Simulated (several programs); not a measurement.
**What each method gives for CeO₂ (Fm-3m)**

Measured values to be reproduced:
- bulk modulus: 204 GPa (bulk modulus, quoted experiment; 300 K; “Atomistic and experimental study on thermal conductivity of bulk and porous cerium dioxide”; 2019; pmc:6474893)
- volume: 13.2 Å³ an atom (from the lattice constants; cubic lattice parameter, quoted experimental value; “Polar surface structure of oxide nanocrystals revealed with solid-state NMR spectroscopy”; literature value quoted in the paper's computational methods; measurement temperature not given; 2019; pmc:6882792)

CeO₂ (Fm-3m) from a database structure, relaxed with r2SCAN in Ansatz, was computed with several methods. The symmetry is Fm-3m (No. 225, cubic); a = 5.437 Å in the conventional setting, 13.40 Å³ an atom. Around Ce lie 8 O at 2.35 Å; around O lie 4 Ce at 2.35 Å. Spin-unpolarised throughout.

```cif
data_structure
_symmetry_space_group_name_H-M 'Fm-3m'
_symmetry_Int_Tables_number 225
_cell_length_a 5.4373
_cell_length_b 5.4373
_cell_length_c 5.4373
_cell_angle_alpha 90.000
_cell_angle_beta 90.000
_cell_angle_gamma 90.000
_cell_volume 160.75
loop_
_atom_site_label
_atom_site_type_symbol
_atom_site_symmetry_multiplicity
_atom_site_Wyckoff_symbol
_atom_site_fract_x
_atom_site_fract_y
_atom_site_fract_z
_atom_site_occupancy
Ce1 Ce 4 a 0.00000 0.00000 0.00000 1
O1 O 8 c 0.25000 0.75000 0.75000 1
```

Gaps and times are for a single point on this cell; volume and bulk modulus come from each method's own relaxation or energy curve at fixed shape. Times are rough, from shared hosts (AMD EPYC 7R13 Processor; AMD EPYC 9R45 96-Core Processor; NVIDIA H100 80GB HBM3), and each method has its own mesh and cell size. A dagger marks a closed or tiny gap in a crystal that DFT finds insulating: a failure of the method or a wrong SCF state. The energy curve of GFN1-xTB (tblite) is jagged, so its SCF state, and with it the gap, is in doubt. PM7 (MOPAC), GFN1-xTB (tblite), GFN2-xTB (tblite) treat a cluster of cells at its zone centre, which samples few k points: where these miss a band edge, the gap comes out too large for that reason alone. Gaps from k meshes are read at a limited set of points (mesh, symmetry points, PBE's band edges), so each method's own least gap may be somewhat smaller. xTB and the PM methods were fitted mostly to molecules, and can miss a solid's gap by electronvolts. Times of the plane-wave ladder aren't listed, since it ran on unlike processors and cards. PM6 and PM7 treat lanthanides without f orbitals. d marks a direct gap, i an indirect one (no mark: not told apart), a dash a value that wasn't computed or didn't pass its checks.

| method | kind | gap (eV) | own volume (Å³/atom) | bulk modulus (GPa) | atoms computed | processor time |
| --- | --- | --- | --- | --- | --- | --- |
| PBEsol | semilocal | – | 13.11 | – | 3 | – |
| light PBE (260 eV and a coarse mesh) | light plane-wave | 1.90 i | – | – | 3 | 0.38 s |
| PBE | semilocal | 1.93 i | 13.60 | 175 | 3 | – |
| LDA | semilocal | 1.89 i | 12.82 | – | 3 | – |
| r2SCAN | semilocal | 2.20 i | 13.40 | 191 | 3 | – |
| GFN1-xTB (tblite) | tight binding | 0.00† | – | – | cluster | 10 s |
| GFN2-xTB (tblite) | tight binding | 0.00† | – | – | cluster | 31 s |
| LC-ωPBE | hybrid | 8.82 i | – | – | 3 | – |
| DDH-PBE0 | hybrid | 3.08 i | – | – | 3 | – |
| r2SCANh | hybrid | 3.09 i | – | – | 3 | – |
| PBE0 | hybrid | 4.29 i | – | – | 3 | – |
| HSE06 | hybrid | 3.52 i | 13.08 | – | 3 | – |
| PM7 (MOPAC) | semi-empirical | 3.74 | – | – | cluster | 110 s |

Against HSE06 (3.52 eV) and with closed or daggered gaps left aside, the nearest gap at the points sampled is that of PM7 (MOPAC) (+0.22 eV) and the farthest that of LC-ωPBE (+5.30 eV). HSE06 is only a yardstick of convenience, and nearness to it can be luck.

Volumes against r2SCAN's: PBEsol -2.1 %, PBE +1.5 %, LDA -4.3 %, HSE06 -2.3 %.

Runs without a result: GLLB-SC (GPAW) (single point), PBE/DZVP (CP2K) (single point), PBE/SZV (CP2K) (single point), PBE/single zeta (GPAW) (single point).

Comparison with experiment:
- Bulk modulus, measured 204 GPa: PBE -14.5 %, r2SCAN -6.1 %.
- Volume, measured 13.2 Å³ an atom: PBEsol -0.7 %, PBE +3.0 %, LDA -2.9 %, r2SCAN +1.5 %, HSE06 -0.9 %.
The calculations are for a static lattice; samples hold vibrations, temperature and, in optical gaps, excitons. A measured value is shown where most reports agree with it, and only for the quantities listed.
